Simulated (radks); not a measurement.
# Nuclear size and the levels of F

An exercise on one series of results from a longer session: the logs are not shown, and one member is left open.

Method: Dirac Kohn-Sham, PBE, spin-unpolarised, spherical densities, finite nucleus; open shells fill j = l - 1/2 first. Code: radks (a radial shooting solver on a logarithmic mesh, Libxc functionals) version 1.

### Starting point

* element: fluorine (Z = 9)
* charge: 0
* electrons: 9
* configuration: [He] 2s2 2p5
* nuclear rms radius: 2.8976 fm

Set-up of the first run:

Settings of this run:

```text
Z 9
configuration [He] 2s2 2p5 3s0 3p0
relativity Dirac
functional pbe,pbe
spin unpolarised
j_filling energy
nucleus finite rms 2.8976 fm
c 137.035999084
```

Steps of the session up to this table: rms radius 2.8976 fm.

One of the session's tables, all rows but one given; the rest of the session is left out.

It belongs to the step «rms radius 2.8976 fm». Radial moments (bohr):

| level | <r> | outermost maximum (interpolated) | 90 % within |
| --- | --- | --- | --- |
| 1s1/2 | ? | ? | ? |
| 2s1/2 | 1.003 | 0.764 | 1.62 |
| 2p1/2 | 1.103 | 0.706 | 1.95 |
| 2p3/2 | 1.106 | 0.707 | 1.95 |

Q: Estimate the row for 1s1/2 from the others.

**Answer.** <r>: 0.1763; outermost maximum (interpolated): 0.114; 90 % within: 0.316. In the column «<r>» it is the lowest.
